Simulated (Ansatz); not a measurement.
# The pair H₂S···BF₃: a pair, distance and angle

Aim: map the energy of the pair H₂S···BF₃ over two coordinates, and find its wells, ridges and stiffness.

The runs use Ansatz 0.2.0; RKS PBE0-D4/def2-SVPD.

## (1) The starting structure

7 atoms, charge 0, spin multiplicity 1.

Atoms are counted from 1 here; the program's logs count them from 0.

Bond lengths: S1–H2 1.362 Å, S1–H3 1.362 Å, F4–B5 1.341 Å, B5–F6 1.342 Å, B5–F7 1.338 Å. Angles: H2–S1–H3 92.0°, F4–B5–F6 119.1°, F4–B5–F7 119.1°, F6–B5–F7 119.2°.

Geometry (Å):

```
S    -0.51820    0.42380   -1.43614
H     0.78211    0.66206   -1.76359
H    -0.41884   -0.88670   -1.79492
F     1.16923    0.65583    1.16703
B     0.01895   -0.03370    1.15993
F     0.05930   -1.36950    1.04304
F    -1.09245    0.54821    1.62465
```

This geometry comes from a loose relaxation at PBE in a small basis, which is not shown.

## (5) The grid

The axes are (1) distance B5···S1: 15 values from 2.232 to 3.632 Å; (2) turn of S1, H2, H3 about B5: 15 values from −120.0 °.

Nothing else is relaxed (both partners rigid). Energies count from the two partners far apart, frozen as in the relaxed pair, each in its own basis (no counterpoise correction). Points are written as (first, second).

(The set-up runs are not shown.)

## (6) Point (2.659 Å, 0.0°)

input.yaml reads:

```yaml
crystal:
  periodic: [false, false, false]
  atoms:
    - { symbol: S, position_ang: [-0.257433, 0.586772, -1.416399] }
    - { symbol: H, position_ang: [0.925033, 0.072211, -1.818979] }
    - { symbol: H, position_ang: [-0.928126, -0.541236, -1.737099] }
    - { symbol: F, position_ang: [0.964444, 0.92918, 1.375556] }
    - { symbol: B, position_ang: [0.054321, -0.008472, 1.156299] }
    - { symbol: F, position_ang: [0.45167, -1.259107, 0.957922] }
    - { symbol: F, position_ang: [-1.210608, 0.222181, 1.476091] }
basis:
  gaussian: { orbitals: def2-SVPD }
hamiltonian:
  xc: pbe0
  dispersion: d4
output:
  forces: true
```

Launch:

```sh
$ ansatz run input.yaml --threads 1 --pin off --max-ram 2560MiB --backend cpu --events-out ev --progress --plain --runs-dir out
```

Further runs follow: the other points that were computed.

Q: Predict the outcome of this session. Wanted: lowest point; highest computed point; largest force on an atom; dipole moment.

The runs gave:

```
                       quantity                                                                           value
                   lowest point                                                    (2.659 Å, 0.0°), −8 kcal/mol
         highest computed point                                (2.232 Å, 102.9°), 396 kcal/mol above the lowest
largest force on an atom (eV/Å)    0.0 at (2.659 Å, 0.0°) to 41.0 at (2.232 Å, 102.9°); 0.0 at the lowest point
              dipole moment (D)  0.09 at (2.323 Å, 102.9°) to 2.72 at (2.232 Å, 0.0°); 2.28 at the lowest point
        time for the whole task                                                 13 min on 1 thread, shared host
```

The lowest computed point is at (2.659 Å, 0.0°), −8 kcal/mol from the two partners far apart, frozen as in the relaxed pair, each in its own basis (no counterpoise correction). The grid is coarse, so the lowest point of the scanned range may lie between grid points; coordinates that were held can hide deeper minima. The highest computed point, (2.232 Å, 102.9°), lies 396 kcal/mol above the lowest. Between some neighbouring points the energy changes steeply, from close contacts of the rigid frames or a change of state; the map doesn't tell which. No counterpoise correction was made, so wells between separate parts tend to come out somewhat too deep.
